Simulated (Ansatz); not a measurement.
# TiZn3: the cost of one run

All numbers are computed with Ansatz 0.2.0, driven from Python. Level of theory: DFT r2SCAN+D4, plane waves, PAW.

## (1) Starting point

Symmetry: Pm-3m, No. 221, cubic system. Conventional cell: a = 3.932 Å, b = 3.932 Å, c = 3.932 Å, α = 90.00°, β = 90.00°, γ = 90.00°. Around Ti (site symmetry m-3m) lie 12 Zn at 2.78 Å. Zn (site symmetry 4/mmm) is surrounded by 4 Ti at 2.78 Å and 8 Zn at 2.78 Å.

The script holds or builds the structure itself.

## (2) Script

strain_tizn3.py

```python
import ansatz as az
import numpy as np

VECTORS = np.array([
    [3.9322, 0.0, 0.0],
    [0.0, 3.9322, 0.0],
    [0.0, 0.0, 3.9322],
])
SITES = [
    ("Ti", [0.0, 0.0, 0.0]),
    ("Zn", [0.0, 0.5, 0.5]),
    ("Zn", [0.5, 0.0, 0.5]),
    ("Zn", [0.5, 0.5, 0.0]),
]


def make_crystal(cell):
    crystal = az.Crystal(lattice=az.Lattice.of(cell))
    for symbol, position in SITES:
        crystal = crystal.atom(symbol, position)
    return crystal


def main() -> None:
    values = np.linspace(-0.05, 0.05, 7)
    energies = []
    for d in values:
        strain = np.diag([0, 0, d])
        cell = VECTORS @ (np.eye(3) + strain)
        model = (
            make_crystal(cell).calculation()
            .functional("r2scan", dispersion="d4")
            .accuracy("low")
            .occupations(az.OccupationsMethod.FERMI_DIRAC, width=0.15)
            .scf(extra_bands=4, lower_state_search="off")
            .basis(520)
            .kpoints(9, 9, 9)
            .stress()
        )
        summary = model.run().report
        energies.append(summary["free_energy_ev"] / len(SITES))
        s = summary["stress_gpa"]
        print(f"d = {d:+.4f}  stress xx yy zz xy (GPa, compression positive): {s[0][0]:8.3f} {s[1][1]:8.3f} {s[2][2]:8.3f} {s[0][1]:8.3f}")
    energies = np.array(energies)

    for value, e in zip(values, energies):
        print(f"strain {value:7.3f}   E - Emin = {1000 * (e - energies.min()):9.3f} meV/atom")
    np.savetxt("strain.csv", np.column_stack([values, energies]), fmt="%.6f", delimiter=",", header="strain,energy_eV_per_atom")
    curvature = 2 * np.polyfit(values, energies, 3)[1]
    volume = abs(np.linalg.det(VECTORS)) / len(SITES)
    print(f"d2E/dd2 over the volume: {curvature / volume * 160.21766:.1f} GPa")


if __name__ == "__main__":
    main()
```

## (3) What the engine is handed

The package turns the script's settings into the engine's input (first run):

```yaml
crystal:
  lattice:
    - [3.9322, 0.0, 0.0]
    - [0.0, 3.9322, 0.0]
    - [0.0, 0.0, 3.7355899999999997]
  atoms:
    - { symbol: Ti, position: [0.0, 0.0, 0.0] }
    - { symbol: Zn, position: [0.0, 0.5, 0.5] }
    - { symbol: Zn, position: [0.5, 0.0, 0.5] }
    - { symbol: Zn, position: [0.5, 0.5, 0.0] }
accuracy: low
basis:
  ecutwfc: 520.0
kpoints:
  mp_grid:
    grid: [9, 9, 9]
hamiltonian:
  xc: r2scan
  dispersion: d4
scf:
  n_extra_bands: 4
  lower_state_search: "off"
  occupations:
    method: fermi_dirac
    width: 0.15
output:
  stress: true
```

## (4) Running it

On the command line:

```sh
$ python strain_tizn3.py
```

**Question.** How long does this script take on 1 thread of Arm Neoverse V1, shared host, and how much memory does it need?

About 2.4 min, with a peak of 0.56 GiB.
